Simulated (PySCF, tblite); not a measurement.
# C₂H₁₀B₂GeN radical: geometry, infrared bands and EPR parameters

Wanted: the infrared bands and EPR parameters of C₂H₁₀B₂GeN radical (`NBC[B][CH2][GeH3]`), by calculation.

The runs use tblite 0.8.0 and PySCF 2.14.0, with density-fitted response routines of our own; the level of theory stands in each step. All values are computed, except where a source is named. Atoms count from 0, in the outputs and in this text.

### 1 The starting structure

16 atoms, charge 0, multiplicity 2; geometry from: force field or distance geometry start.

Bonds of the start (Å): N0–B1 1.52, B1–C2 1.61, C2–B3 1.58, B3–C4 1.59, C4–Ge5 1.93, N0–H6 1.05, N0–H7 1.06, B1–H8 1.19, C2–H9 1.10, C2–H10 1.11, C4–H11 1.11, C4–H12 1.11, Ge5–H13 1.56, Ge5–H14 1.56, Ge5–H15 1.55.

### 2 Relaxing the molecule with GFN2-xTB

Job settings and geometry (Å):

```
{"job": {"kind": "relax", "xc": "GFN2-xTB", "basis": "xTB"}, "charge": 0, "multiplicity": 2}
N     -3.363500     0.169800     0.622600
B     -1.989600     0.225300    -0.028800
C     -1.015800    -1.003700     0.343500
B      0.291300    -0.330700     0.932300
C      1.492100    -0.261000    -0.100100
Ge     2.833500     1.033200     0.393300
H     -3.926300    -0.566100     0.132000
H     -3.195600    -0.083600     1.634800
H     -1.468300     1.274700    -0.212900
H     -1.492600    -1.722100     1.029700
H     -0.840200    -1.528600    -0.618800
H      1.082500     0.050500    -1.081600
H      1.909900    -1.290500    -0.126000
H      3.995400     0.236800     1.066600
H      2.291000     2.082500     1.417300
H      3.388600     1.722500    -0.880300
```

On the command line:

```console
> OMP_NUM_THREADS=1 python probes_run.py task.json out
```

This one command runs all jobs of the session in turn.

Standard output:

```text
step      E/eV     max force
  0    -449.77073    2.211
  1    -449.99584    1.564
  2    -450.21439    0.968
  3    -450.26046    0.583
  4    -450.32031    0.506
  5    -450.34236    0.529
  6    -450.39095    0.517
  7    -450.41951    0.418
  8    -450.45438    0.474
  9    -450.48345    0.435
 10    -450.51416    0.450
 11    -450.53678    0.366
 12    -450.55901    0.372
 13    -450.59085    0.513
 14    -450.63158    0.591
 15    -450.67156    0.641
 16    -450.71881    0.663
 17    -450.78542    0.848
 18    -450.86707    1.207
 19    -450.97739    1.111
 20    -451.04426    1.942
 21    -450.93963    2.351
 22    -451.20965    0.868
 23    -451.24282    0.612
 24    -451.30295    0.529
 25    -451.36000    1.246
 26    -451.39415    0.616
 27    -451.42600    0.326
 28    -451.44870    0.320
 29    -451.46771    0.450
 30    -451.48570    0.347
 31    -451.50404    0.371
 32    -451.51392    0.183
 33    -451.52046    0.195
 34    -451.52413    0.152
 35    -451.52738    0.115
 36    -451.53029    0.118
 37    -451.53268    0.109
 38    -451.53455    0.096
 39    -451.53635    0.093
 40    -451.53838    0.101
 41    -451.54025    0.090
 42    -451.54156    0.087
 43    -451.54252    0.077
 44    -451.54348    0.077
 45    -451.54463    0.096
 46    -451.54581    0.092
 47    -451.54679    0.070
 48    -451.54768    0.097
 49    -451.54879    0.109
 50    -451.55033    0.096
 51    -451.55216    0.115
 52    -451.55378    0.112
 53    -451.55515    0.101
 54    -451.55682    0.116
 55    -451.55933    0.148
 56    -451.56243    0.172
 57    -451.56520    0.139
 58    -451.56700    0.074
 59    -451.56815    0.082
 60    -451.56970    0.093
 61    -451.57243    0.124
 62    -451.57599    0.136
 63    -451.57914    0.143
 64    -451.58109    0.141
 65    -451.58322    0.131
 66    -451.58560    0.132
 67    -451.58806    0.091
 68    -451.58920    0.086
 69    -451.58997    0.076
 70    -451.59067    0.063
 71    -451.59136    0.057
 72    -451.59210    0.058
 73    -451.59263    0.050
 74    -451.59299    0.042
 75    -451.59330    0.040
 76    -451.59372    0.050
 77    -451.59437    0.067
 78    -451.59517    0.067
 79    -451.59584    0.071
 80    -451.59634    0.074
 81    -451.59692    0.075
 82    -451.59810    0.124
 83    -451.60069    0.198
 84    -451.60514    0.261
 85    -451.61009    0.287
 86    -451.61450    0.164
 87    -451.61689    0.136
 88    -451.61845    0.118
 89    -451.61952    0.110
 90    -451.62245    0.077
 91    -451.62554    0.108
 92    -451.62861    0.144
 93    -451.63100    0.117
 94    -451.63315    0.122
 95    -451.63520    0.251
 96    -451.63700    0.143
 97    -451.63878    0.118
 98    -451.64112    0.095
 99    -451.64307    0.105
100    -451.64647    0.170
101    -451.65022    0.231
102    -451.65055    0.367
103    -451.65616    0.141
104    -451.65852    0.138
105    -451.66137    0.161
106    -451.66400    0.142
107    -451.66659    0.131
108    -451.67101    0.169
109    -451.67578    0.204
110    -451.67720    0.432
111    -451.67927    0.193
112    -451.68245    0.141
113    -451.68388    0.146
114    -451.68593    0.078
115    -451.68692    0.106
116    -451.68778    0.073
117    -451.68875    0.095
118    -451.69000    0.113
119    -451.69186    0.117
120    -451.69424    0.165
121    -451.69614    0.104
122    -451.69766    0.089
123    -451.69854    0.095
124    -451.69907    0.070
125    -451.69932    0.052
126    -451.69960    0.048
127    -451.69994    0.055
128    -451.70052    0.083
129    -451.70130    0.095
130    -451.70217    0.085
131    -451.70294    0.079
132    -451.70360    0.065
133    -451.70421    0.067
134    -451.70477    0.060
135    -451.70520    0.039
136    -451.70553    0.042
137    -451.70585    0.056
138    -451.70621    0.065
139    -451.70664    0.055
140    -451.70722    0.059
141    -451.70798    0.066
142    -451.70875    0.061
143    -451.70935    0.068
144    -451.70977    0.057
145    -451.71011    0.056
146    -451.71042    0.039
147    -451.71068    0.035
148    -451.71085    0.027
149    -451.71099    0.028
150    -451.71113    0.037
151    -451.71128    0.028
152    -451.71140    0.020
153    -451.71149    0.020
154    -451.71156    0.024
155    -451.71163    0.024
156    -451.71172    0.025
157    -451.71180    0.021
158    -451.71187    0.017
159    -451.71193    0.012
160    -451.71198    0.016
161    -451.71202    0.020
162    -451.71207    0.020
163    -451.71212    0.017
164    -451.71216    0.016
165    -451.71220    0.018
166    -451.71224    0.018
167    -451.71229    0.016
168    -451.71235    0.020
169    -451.71244    0.029
170    -451.71257    0.036
171    -451.71274    0.035
172    -451.71294    0.036
173    -451.71318    0.045
174    -451.71346    0.055
175    -451.71382    0.060
176    -451.71421    0.053
177    -451.71454    0.045
178    -451.71472    0.030
179    -451.71481    0.017
180    -451.71486    0.013
181    -451.71489    0.013
182    -451.71492    0.010
```

Run time: 0.83 s. Hardware: 1 thread of Arm Neoverse V2, shared host.

Step by step: (not every step is listed)

| step | energy from step 0 (eV) | largest force (eV/Å) |
| --- | --- | --- |
| 0 | 0.0000 | 2.2107 |
| 1 | -0.2251 | 1.5643 |
| 2 | -0.4437 | 0.9683 |
| 3 | -0.4897 | 0.5833 |
| 4 | -0.5496 | 0.5062 |
| 5 | -0.5716 | 0.5290 |
| 6 | -0.6202 | 0.5168 |
| 7 | -0.6488 | 0.4182 |
| 8 | -0.6837 | 0.4742 |
| 24 | -1.5322 | 0.5287 |
| 40 | -1.7677 | 0.1010 |
| 56 | -1.7917 | 0.1725 |
| 72 | -1.8214 | 0.0585 |
| 88 | -1.8477 | 0.1176 |
| 104 | -1.8878 | 0.1375 |
| 120 | -1.9235 | 0.1654 |
| 136 | -1.9348 | 0.0420 |
| 152 | -1.9407 | 0.0200 |
| 168 | -1.9416 | 0.0199 |
| 177 | -1.9438 | 0.0452 |
| 178 | -1.9440 | 0.0295 |
| 179 | -1.9441 | 0.0167 |
| 180 | -1.9441 | 0.0132 |
| 181 | -1.9442 | 0.0135 |
| 182 | -1.9442 | 0.0099 |

Close pairs (by a distance rule), those that changed most:

| bond | before (Å) | after (Å) | change (Å) |
| --- | --- | --- | --- |
| N0–B1 | 1.522 | 1.385 | -0.136 |
| Ge5–H14 | 1.563 | 1.496 | -0.067 |
| Ge5–H13 | 1.561 | 1.500 | -0.061 |
| N0–H7 | 1.057 | 1.007 | -0.050 |
| C4–Ge5 | 1.928 | 1.978 | +0.050 |
| Ge5–H15 | 1.551 | 1.506 | -0.045 |
| N0–H6 | 1.048 | 1.006 | -0.042 |
| B3–C4 | 1.585 | 1.549 | -0.036 |

The final coordinates are the input of the step that follows.

### 3 Infrared spectrum with GFN2-xTB

Job settings and geometry (Å):

```
{"job": {"kind": "ir", "xc": "GFN2-xTB", "basis": "xTB"}, "charge": 0, "multiplicity": 2}
N     -2.039715     0.601106     1.178471
B     -1.587439    -0.013832     0.022794
C     -1.024895    -1.497621     0.099864
B      0.503902    -1.409707     0.394707
C      1.551530    -0.584595    -0.393519
Ge     1.806230     1.155217     0.512142
H     -2.385501     1.544836     1.218188
H     -2.063616     0.141505     2.073764
H     -1.591496     0.600304    -0.979005
H     -1.585067    -2.096975     0.822157
H     -1.139147    -1.984499    -0.872051
H      1.264838    -0.374472    -1.430667
H      2.550387    -1.033362    -0.419384
H      2.148674     1.001862     1.964507
H      0.621434     2.065742     0.441350
H      2.962282     1.893435    -0.109762
```

Standard output:

```text
mode    cm-1     km/mol
  1      -7.3      1.10
  2      54.1      1.11
  3      92.7      2.03
  4     111.5      0.84
  5     163.8      2.32
  6     216.9      2.40
  7     302.7      1.08
  8     347.8      3.05
  9     456.8     42.00
 10     493.2     62.44
 11     534.3      2.83
 12     568.0     41.53
 13     590.7    218.76
 14     731.8     35.40
 15     753.5     53.29
 16     786.3    391.70
 17     802.7     44.06
 18     806.6     50.65
 19     855.6     59.81
 20     866.7    115.18
 21     875.1     82.50
 22     910.2     12.55
 23     990.3     69.63
 24    1001.7     15.43
 25    1058.8     97.43
 26    1085.7    103.31
 27    1130.3    190.98
 28    1171.1     72.92
 29    1349.6    202.27
 30    1426.3      0.17
 31    1470.9      0.82
 32    1543.5     95.46
 33    1930.3    223.64
 34    2019.6    484.20
 35    2055.9    473.35
 36    2584.3    160.76
 37    2858.5     48.04
 38    2903.8     51.54
 39    2932.2     71.25
 40    2950.1     34.66
 41    3480.0      1.23
 42    3517.2      1.32
```

It took 0.35 s on 1 thread of Arm Neoverse V2, shared host.

The strongest bands and the atoms that carry them (share of the mass-weighted mode):

| cm⁻¹ | km/mol | atoms |
| --- | --- | --- |
| 591 | 218.8 | H7 40 %, H6 30 %, N0 21 % |
| 786 | 391.7 | H14 29 %, H13 29 %, H15 28 % |
| 1130 | 191.0 | H9 34 %, C2 27 %, B3 26 % |
| 1350 | 202.3 | B1 60 %, N0 17 % |
| 1930 | 223.6 | H15 64 %, H13 22 %, H14 14 % |
| 2020 | 484.2 | H13 56 %, H15 33 % |
| 2056 | 473.4 | H14 76 %, H13 21 % |
| 2584 | 160.8 | H8 92 % |

### 4 EPR parameters: B3LYP/def2-TZVP-core+pcH-1

The job, as its differences from that of step 3:

```diff
@@ -1,2 +1,2 @@
-{"job": {"kind": "ir", "xc": "GFN2-xTB", "basis": "xTB"}, "charge": 0, "multiplicity": 2}
+{"job": {"kind": "epr", "basis": "pcH-1"}, "charge": 0, "multiplicity": 2}
 N     -2.039715     0.601106     1.178471
```

With the program's defaults for keys left out, this is: UKS B3LYP, def2-TZVP-core on Ge, pcH-1 on B C H N, non-relativistic, mean-field spin-orbit, GIAO.

Standard output:

```text
UKS, coarse grid
  cycle   1  E = -2263.60921230  |g| = 1.37e+00
  cycle   2  E = -2263.52831986  |g| = 9.89e-01
  cycle   3  E = -2263.71629978  |g| = 3.66e-01
  cycle   4  E = -2263.75121868  |g| = 4.95e-02
  cycle   5  E = -2263.75216889  |g| = 1.79e-02
  cycle   6  E = -2263.75229807  |g| = 3.18e-03
  cycle   7  E = -2263.75230467  |g| = 1.17e-03
  cycle   8  E = -2263.75230611  |g| = 6.54e-04
UKS, final grid
  cycle   1  E = -2263.75230280  |g| = 6.00e-04
  cycle   2  E = -2263.75230268  |g| = 8.65e-04
  cycle   3  E = -2263.75230304  |g| = 7.04e-05
  cycle   4  E = -2263.75230306  |g| = 5.87e-05
  cycle   5  E = -2263.75230306  |g| = 2.37e-05
E = -2263.75230306 Eh   <S^2> = 0.7517 (exact 0.7500)
g shifts (ppm)      1          2          3
  rmc           -98        -98        -98
  gc             12          9          5
  oz_so         -62        142        726
  total        -148         53        634
hyperfine (MHz)  atom isotope    a_iso     a_fc   dipolar eigenvalues
    0   14N       0.04       0.04     -0.16      0.05      0.10
    1   11B      10.29      10.29     -2.32     -0.99      3.32
    2   13C      27.28      27.28     -6.18     -3.78      9.96
    3   11B     351.04     351.05    -41.04    -40.13     81.17
    4   13C      50.49      50.50     -4.88     -3.33      8.22
    5  73Ge       0.50       0.50     -0.36     -0.05      0.41
    6    1H       1.28       1.28     -1.01     -0.82      1.83
    7    1H       0.97       0.97     -1.90     -1.09      2.99
    8    1H       0.41       0.41     -1.83     -1.35      3.18
    9    1H      59.92      59.92     -6.03     -4.68     10.72
   10    1H      11.07      11.07     -5.06     -2.18      7.24
   11    1H      73.63      73.63     -4.27     -1.91      6.19
   12    1H      27.13      27.12     -5.49     -4.36      9.85
   13    1H       1.07       1.07     -2.21     -1.80      4.01
   14    1H      -0.44      -0.44     -1.38     -1.22      2.60
   15    1H      -2.68      -2.68     -1.08     -0.73      1.81
```

It took 2.1 min on 1 thread of Arm Neoverse V2, shared host; peak memory 1.2 GiB.

Principal g values 2.00217, 2.00237, 2.00295; g(iso) = 2.00250, against 2.00232 for a free electron.

Mean a(iso) over the nuclei that a row names, and the largest dipolar term of the row (other rows stand at the frozen geometry):

| nuclei | isotope | a(iso) (MHz) | a(iso) (G, at g = 2.0023) | largest dipolar term (MHz) |
| --- | --- | --- | --- | --- |
| B3 | 11B | 351.0 | 125.3 | 81.2 |
| C4 | 13C | 50.5 | 18.0 | 8.2 |
| H11, H12 | 1H | 50.4 | 18.0 | 9.9 |
| H9, H10 | 1H | 35.5 | 12.7 | 10.7 |
| C2 | 13C | 27.3 | 9.7 | 10.0 |
| B1 | 11B | 10.3 | 3.7 | 3.3 |
| H6, H7 | 1H | 1.1 | 0.4 | 3.0 |
| H13, H14, H15 | 1H | -0.7 | -0.2 | 4.0 |
| Ge5 | 73Ge | 0.5 | 0.2 | 0.4 |
| H8 | 1H | 0.4 | 0.1 | 3.2 |
| N0 | 14N | 0.0 | 0.0 | -0.2 |

Mulliken spin populations:

N0 0.00; B1 0.03; C2 -0.03; B3 0.95; C4 -0.03; Ge5 0.00; H6 0.00; H7 0.00; H8 0.00; H9 0.01; H10 0.02; H11 0.05; H12 0.00; H13 0.00; H14 0.00; H15 0.00

In first order the couplings over 0.8 MHz of 11B, 1H give 432 distinct lines over 448.9 G, if the averaged nuclei exchange fast.

Orbitals, density, ELF and potential are computed afterwards from the orbital file.

ELF in a plane through or near 5 of the atoms.

Values, 10 rows by 14 columns:
```
0.00 0.00 0.00 0.00 0.00 0.00 0.00 0.00 0.00 0.00 0.00 0.00 0.00 0.00
0.00 0.00 0.00 0.00 0.00 0.00 0.00 0.00 0.00 0.00 0.00 0.00 0.00 0.00
0.00 0.00 0.01 0.01 0.03 0.15 0.32 0.00 0.14 0.52 0.09 0.00 0.00 0.00
0.00 0.02 0.50 0.46 0.24 0.40 0.72 0.07 0.70 0.69 0.36 0.07 0.00 0.00
0.00 0.08 0.85 0.81 0.47 0.52 0.29 0.11 0.81 0.52 0.65 0.20 0.00 0.00
0.00 0.01 0.16 0.18 0.33 0.68 0.41 0.16 0.53 0.22 0.05 0.00 0.00 0.00
0.00 0.00 0.00 0.30 0.93 0.31 0.93 0.78 0.36 0.78 0.34 0.01 0.00 0.00
0.00 0.00 0.00 0.86 0.99 0.58 0.52 0.46 0.66 0.43 0.13 0.00 0.00 0.00
0.00 0.00 0.00 0.01 0.10 0.04 0.02 0.03 0.17 0.08 0.01 0.00 0.00 0.00
0.00 0.00 0.00 0.00 0.00 0.00 0.00 0.00 0.00 0.00 0.00 0.00 0.00 0.00
```
The map spans 11.9 Å across and 9.5 Å up, centred on the molecule. Atoms in the plane (x, y in Å): N0 (1.9, 1.2), C2 (1.3, -1.2), C4 (-1.4, -1.1), Ge5 (-2.0, 0.8), H12 (-2.3, -1.6).

On the surface of density 0.002 e/bohr³ the electrostatic potential runs, from the 1st to the 99th percentile, from -0.93 V near B3 to 1.69 V near H6.

The spin density lies nearest to B3 75 %.

### 5 What came out

| quantity | value |
| --- | --- |
| strongest single infrared mode (GFN2-xTB) | 2020 cm⁻¹, 484 km/mol |
| zero-point energy (GFN2-xTB) | 72.6 kcal/mol |
| g(iso) (B3LYP) | 2.00250 |
| ⟨S²⟩ | 0.752 (exact 0.75) |
| largest a(iso) (averaged by class) | 11B on B3, 351.0 MHz |
| surface potential, 1st and 99th percentile | -0.93 V and 1.69 V |

Relaxing lowered the energy by 1.944 eV in 182 steps; the close pair that moved most is N0–B1, from 1.522 to 1.385 Å. The lowest mode is slightly imaginary (7i cm⁻¹), a soft motion within the noise of the Hessian, so the minimum is not strictly shown. The strongest single mode, at 2020 cm⁻¹, moves mainly H13 and H15. Unscaled tight-binding wavenumbers are off by several per cent, some by more. Its intensities can rank the bands wrongly. B3 carries the largest spin population, 0.95 e. The isotropic g lies 0.2 ppt above the free-electron value. The hyperfine terms hold no scalar relativity, which the heavier nuclei need.
